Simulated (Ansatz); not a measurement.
# BrCl: the cost of one run

Program: the Python package of Ansatz 0.2.0. Level of theory: CCSD(T)/def2-SVPD. These are calculated values, not measurements.

## Step 1: The system

Bond lengths: Br1–Cl2 2.185 Å.

The script holds or builds the structure itself.

## Step 2: The script

Contents of run_ip.py:

```python
"""Removing and adding an electron on BrCl(+) at fixed geometry."""

from dataclasses import dataclass

import ansatz as az


@dataclass(frozen=True)
class Settings:
    basis: str = "def2-SVPD"
    level: str = "ccsd_t"


cfg = Settings()


def single_point(molecule, charge=0, unpaired=0):
    calc = (
        molecule.calculation()
        .basis(gaussian=cfg.basis)
        .correlation(cfg.level)
    )
    if charge:
        calc = calc.charge(charge)
    if unpaired:
        calc = calc.spin("collinear", total=unpaired)
    return calc.run().report["free_energy_ev"]

GEOMETRY = """
Br    0.00000    0.00000    0.00000
Cl    0.00000    0.00000    2.18500
"""


def main() -> None:
    system = az.Crystal.molecule()
    for line in GEOMETRY.strip().splitlines():
        symbol, *xyz = line.split()
        system = system.atom(symbol, [float(v) for v in xyz])

    # delta-SCF style differences, no relaxation
    parent = single_point(system, 1, 1)
    cation = single_point(system, 2, 0)
    print(f"E(N)   = {parent:.5f} eV")
    print(f"E(N-1) = {cation:.5f} eV  (0 unpaired)")
    print(f"vertical ionisation energy {cation - parent:.3f} eV")
    other = single_point(system, 2, 2)
    print(f"to the state with 2 unpaired electrons: {other - parent:.3f} eV")
    anion = single_point(system, 0, 0)
    print(f"E(N+1) = {anion:.5f} eV  (0 unpaired)")
    print(f"vertical electron affinity {parent - anion:.3f} eV" + ("" if anion < parent else " (unbound in this basis)"))
    print(f"fundamental gap IP - EA = {cation + anion - 2 * parent:.3f} eV")


if __name__ == "__main__":
    main()
```

## Step 3: The input behind the calls

The package turns the script's settings into the engine's input (first run):

```yaml
crystal:
  periodic: [false, false, false]
  atoms:
    - { symbol: Br, position_ang: [0.0, 0.0, 0.0] }
    - { symbol: Cl, position_ang: [0.0, 0.0, 2.185] }
basis:
  gaussian:
    orbitals: def2-SVPD
magnetization:
  spin_polarized: true
  initial_magnetization: 1.0
total_charge: 1.0
correlation:
  method: ccsd_t
```

## Step 4: Launch

Started as:

```bash
$ python run_ip.py
```

**Question.** How long does this script take on 1 thread of Arm Neoverse V1, shared host, and how much memory does it need?

About 1.7 min, with a peak of 0.32 GiB.
